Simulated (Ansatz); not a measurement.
**GeH3Br: geometry and frequencies at several levels**

The task here is to estimate one member of a computed series from the others.

Method: the levels named in each step, in Ansatz 0.2.0.

## The starting structure

Bond lengths: Ge1–Br2 2.258 Å, Ge1–H3 1.498 Å, Ge1–H4 1.499 Å, Ge1–H5 1.499 Å. Angles: Br2–Ge1–H3 107.3°, Br2–Ge1–H4 107.3°, Br2–Ge1–H5 107.3°, H3–Ge1–H4 111.6°, H3–Ge1–H5 111.6°, H4–Ge1–H5 111.5°.

Structure file:

```xyz
5

Ge   -1.1495    0.0607   -0.0202
Br    1.1053   -0.0583    0.0195
H    -1.5147    1.4745   -0.3566
H    -1.6396   -0.3269    1.3418
H    -1.6272   -0.8964   -1.0697
```

Set-up of the first run:

Input file input.yaml:

```yaml
crystal:
  periodic: [false, false, false]
  atoms:
    - { symbol: Ge, position_ang: [-1.1495, 0.06066, -0.02024] }
    - { symbol: Br, position_ang: [1.10532, -0.05831, 0.01948] }
    - { symbol: H, position_ang: [-1.51468, 1.47451, -0.35664] }
    - { symbol: H, position_ang: [-1.63957, -0.32691, 1.34185] }
    - { symbol: H, position_ang: [-1.62721, -0.89642, -1.06969] }
basis:
  gaussian: { orbitals: def2-SVP }
hamiltonian:
  xc: pbe
  dispersion: d4
relax:
  f_tol: 0.03
  max_steps: 200
```

Command:

```
> ansatz run input.yaml --threads 2 --pin off --max-ram 5120MiB --backend cpu --events-out ev --progress --plain --runs-dir out
```

Steps of the session up to this table: A rough first relaxation, PBE-D4/def2-SVP; Relaxation, HF/STO-3G; Frequencies, HF/STO-3G; Relaxation, HF/def2-SVP; Frequencies, HF/def2-SVP; Relaxation, LDA/def2-SVP; Frequencies, LDA/def2-SVP; Relaxation, PBE-D4/def2-SVP; Frequencies, PBE-D4/def2-SVP; Relaxation, PBE0-D4/def2-TZVPP; Relaxation, MP2/def2-TZVPP; Frequencies, MP2/def2-TZVPP.

One of the session's tables, all rows but one given; the rest of the session is left out.

| level | Ge1–Br2 (Å) | dipole (D) | highest frequency (cm⁻¹) |
| --- | --- | --- | --- |
| HF/STO-3G | 2.2752 | 2.20 | 2478 |
| HF/def2-SVP | 2.3267 | 2.25 | 2297 |
| LDA/def2-SVP | 2.2954 | 1.69 | 2125 |
| PBE-D4/def2-SVP | 2.3303 | 1.76 | 2110 |
| PBE0-D4/def2-TZVPP | 2.3091 | 1.90 | - |
| MP2/def2-TZVPP | ? | ? | ? |

Estimate the missing values for MP2/def2-TZVPP.

The run gave: Ge1–Br2 (Å): 2.2957; dipole (D): 1.90; highest frequency (cm⁻¹): 2247. In the column «Ge1–Br2 (Å)» it lies between LDA/def2-SVP (2.2954) and PBE0-D4/def2-TZVPP (2.3091).
